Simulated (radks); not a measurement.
# Spin polarisation of the 5d shell in Hf

How much does Hf gain by aligning the spins in its 5d shell? The moment is raised step by step from zero.

Method: non-relativistic Kohn-Sham, BLYP, spin-polarised, spherical densities, point nucleus. Code: radks (a radial shooting solver on a logarithmic mesh, Libxc functionals) version 1.

## 1. The system

| Quantity | Value |
| --- | --- |
| element | hafnium (Z = 72) |
| charge | 0 |
| electrons | 72 |
| configuration | [Xe] 4f14 5d(up 1, down 1) 6s2 |

A shell typed twice in an input gives spin up, then spin down.

## 2. No moment

Input:

```text
Z 72
configuration [Xe] 4f14 5d1 5d1 6s2
relativity non-relativistic
functional b88,lyp
spin polarised
nucleus point
```

## 3. moment 0.5 in 5d

Input:

```text
Z 72
configuration [Xe] 4f14 5d1.25 5d0.75 6s2
relativity non-relativistic
functional b88,lyp
spin polarised
nucleus point
```

## 4. moment 1 in 5d

Input:

```text
Z 72
configuration [Xe] 4f14 5d1.5 5d0.5 6s2
relativity non-relativistic
functional b88,lyp
spin polarised
nucleus point
```

## 5. moment 1.5 in 5d

Input:

```text
Z 72
configuration [Xe] 4f14 5d1.75 5d0.25 6s2
relativity non-relativistic
functional b88,lyp
spin polarised
nucleus point
```

## 6. moment 2 in 5d

Input:

```text
Z 72
configuration [Xe] 4f14 5d2 5d0 6s2
relativity non-relativistic
functional b88,lyp
spin polarised
nucleus point
```

What does the calculation give? Wanted: for each run, moment; E − E(0); ε(5d up); ε(5d down); splitting.

The runs gave:

| moment (μB) | E − E(0) (eV) | ε(5d up) (eV) | ε(5d down) (eV) | splitting (eV) |
| --- | --- | --- | --- | --- |
| 0 | 0.000 | -3.574 | -3.574 | 0.000 |
| 0.5 | -0.030 | -3.687 | -3.449 | 0.238 |
| 1 | -0.119 | -3.786 | -3.313 | 0.473 |
| 1.5 | -0.266 | -3.871 | -3.168 | 0.703 |
| 2 | -0.470 | -3.939 | -3.015 | 0.924 |

**Reading.** At a moment of 2 μB the energy has fallen by 0.47 eV and the 5d levels split by 0.92 eV, 0.462 eV per μB. The Stoner form E = −I m²/4 would give I = 0.470 eV. The energy falls at every step.
